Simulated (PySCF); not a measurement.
# C7H7NSi: the cost of one run

Computed with PySCF 2.14.0, with density-fitted response routines of our own, on a single molecule in the gas phase. Atoms are numbered from 0 throughout.

## Step 1: Starting geometry

16 atoms, charge 0, multiplicity 1; geometry from: GFN2-xTB.

Bonds of the start (Å): C0–C1 1.29, C1–C2 1.32, C2–C3 1.42, C3–N4 1.15, C2–C5 1.42, C5–C6 1.21, C6–Si7 1.85, Si7–C8 1.90, C0–H9 1.08, C0–H10 1.08, Si7–H11 1.47, Si7–H12 1.47, C8–H13 1.09, C8–H14 1.09, C8–H15 1.09.

## Step 2: Excited states and response: wB97X-D/def2-SVPD

The job: settings as JSON, then the geometry in Å.

```
{"job": {"kind": "uv", "xc": "wB97X-D", "basis": "def2-SVPD", "nstates": 8, "ntriplets": 3}, "charge": 0, "multiplicity": 1}
C     -3.727311     1.597731     0.793522
C     -2.801341     0.973484     0.152025
C     -1.864665     0.331395    -0.515666
C     -2.155995    -0.245396    -1.779601
N     -2.376978    -0.716619    -2.799890
C     -0.534855     0.167051    -0.045090
C      0.602299     0.007862     0.329944
Si     2.347461    -0.232111     0.898184
C      3.239044    -1.285113    -0.402244
H     -4.378022     1.090730     1.489101
H     -3.895500     2.655865     0.665388
H      2.961109     1.096053     1.023382
H      2.306133    -0.918345     2.195270
H      3.241953    -0.797442    -1.373234
H      4.272709    -1.465056    -0.119992
H      2.756360    -2.251144    -0.522509
```

With the program's defaults for keys left out, this is: TDDFT wB97X-D/def2-SVPD, vertical, gas phase, core orbitals frozen in the response.

Started as:

```sh
> OMP_NUM_THREADS=1 python probes_run.py task.json out
```

This one command runs all jobs of the session in turn.

**Question.** How long does this job take on 1 thread of Arm Neoverse V2, shared host, and how much memory does it need?

About 82 s, with a peak of 1.1 GiB.
